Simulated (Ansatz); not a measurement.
# W: a line through an energy map

How does the energy of W (Fm-3m, No. 225; 2 atoms in the cell) vary with amplitude of mode 4 (104 cm⁻¹), at amplitude of mode 6 (220 cm⁻¹) = −0.027 Å?

Computed with Ansatz 0.2.0 (DFT LDA, scalar-relativistic, plane waves, PAW, unless a step's input says otherwise).

6 further runs of the same task are left out: 6 set aside as unsound or not needed.

## 1. The structure to begin with

Symmetry: Fm-3m, No. 225, cubic system. Conventional cell: a = 3.973 Å, b = 3.973 Å, c = 3.973 Å, α = 90.00°, β = 90.00°, γ = 90.00°. W (site symmetry m-3m) is surrounded by 12 W at 2.81 Å.

Structure file:

```
CELL_PARAMETERS angstrom
0.00000 1.98627 1.98627
1.98627 0.00000 1.98627
1.98627 1.98627 0.00000
ATOMIC_POSITIONS crystal
W 0.00000 0.00000 0.00000
```

This cell was relaxed beforehand with the same method: volume 15.67 Å³/atom, gap on the mesh none (metal).

## 2. What is varied

The energy is mapped over two normal modes frozen in (zone-centre modes of the cell shown, which folds in the wave vector (0, 1/2, 1/2) of the primitive cell).

The axes are (1) amplitude of mode 4 (104 cm⁻¹), largest displacement: 11 values from −0.202 Å; (2) amplitude of mode 6 (220 cm⁻¹), largest displacement: 11 values from −0.068 Å.

Nothing else is relaxed (the cell and all other modes fixed). Energies count from the relaxed high-symmetry cell. Points are written as (first, second).

The modes come from a phonon run on the reference cell, made beforehand.

Displacement patterns for an amplitude of 1 (Å):

| atom | x1 | y1 | z1 | x2 | y2 | z2 |
| --- | --- | --- | --- | --- | --- | --- |
| W1 | 0.000 | 1.000 | 0.000 | 1.000 | 0.000 | 0.000 |
| W2 | 0.000 | -1.000 | 0.000 | -1.000 | 0.000 | 0.000 |

## 3. Grid point (−0.202 Å, −0.027 Å)

The input, input.yaml:

```yaml
crystal:
  lattice:
    - [0.0, -1.98627029, -1.98627029]
    - [0.0, 1.98627029, -1.98627029]
    - [3.97254058, 0.0, 0.0]
  atoms:
    - { symbol: W, position: [0.5508490715, 0.4491509285, 0.4931529963] }
    - { symbol: W, position: [-0.0508490715, 0.0508490715, 0.0068470037] }
basis:
  ecutwfc: 420
kpoints:
  mp_grid: { grid: [16, 16, 12] }
hamiltonian:
  xc: lda
scf:
  occupations: { method: gaussian, width: 0.15 }
output:
  forces: true
  stress: true
  eigenvalues: true
```

Run with:

```
ansatz run input.yaml --threads 2 --pin off --max-ram 4096MiB --backend cpu --events-out ev --progress --plain --runs-dir out
```

The session goes on with these runs: the other points of the line.

What does the calculation give? Wanted: for each run, amplitude of mode 4; energy; slope; pressure; largest force on an atom.

**Answer**, as computed:

| amplitude of mode 4 (104 cm⁻¹), largest displacement (Å) | step | energy (meV) | slope (meV per Å) | pressure (GPa) | largest force on an atom (eV/Å) |
| --- | --- | --- | --- | --- | --- |
| −0.202 | 3 | 323 | −3241 | 10.1 | 1.75 |
| −0.162 | – | 210 | −2367 | 6.6 | 1.37 |
| −0.121 | 4 | 128 | −1730 | 3.9 | 1.14 |
| −0.081 | 5 | 70 | −1141 | 1.9 | 0.99 |
| −0.040 | 6 | 36 | −577 | 0.8 | 0.90 |
| 0.000 | 7 | 24 | 0 | 0.3 | 0.87 |
| 0.040 | – | 36 | 577 | 0.8 | 0.90 |
| 0.081 | – | 70 | 1141 | 1.9 | 0.99 |
| 0.121 | – | 128 | 1730 | 3.9 | 1.14 |
| 0.162 | – | 210 | 2367 | 6.6 | 1.37 |
| 0.202 | – | 323 | 3241 | 10.1 | 1.75 |

Energies count from the relaxed high-symmetry cell. Rows without a step come from runs not printed here or follow by symmetry. Slopes come from the forces (and the stress, where the cell changes), not from differences of energies.

Along the line the energy is lowest at 0.000 Å, 24 meV from the zero. A fit to energies and slopes at the lowest point and its two neighbours puts the minimum at 0.0000 Å, with a curvature of about 14000 meV per Å². The highest point computed, at −0.202 Å, lies 299 meV above the lowest. This is one cut through a surface in two coordinates; the map's lowest point lies off it. A rigid map gives upper bounds: relaxing the other coordinates can only lower a point. Spin-orbit coupling is left out for W.
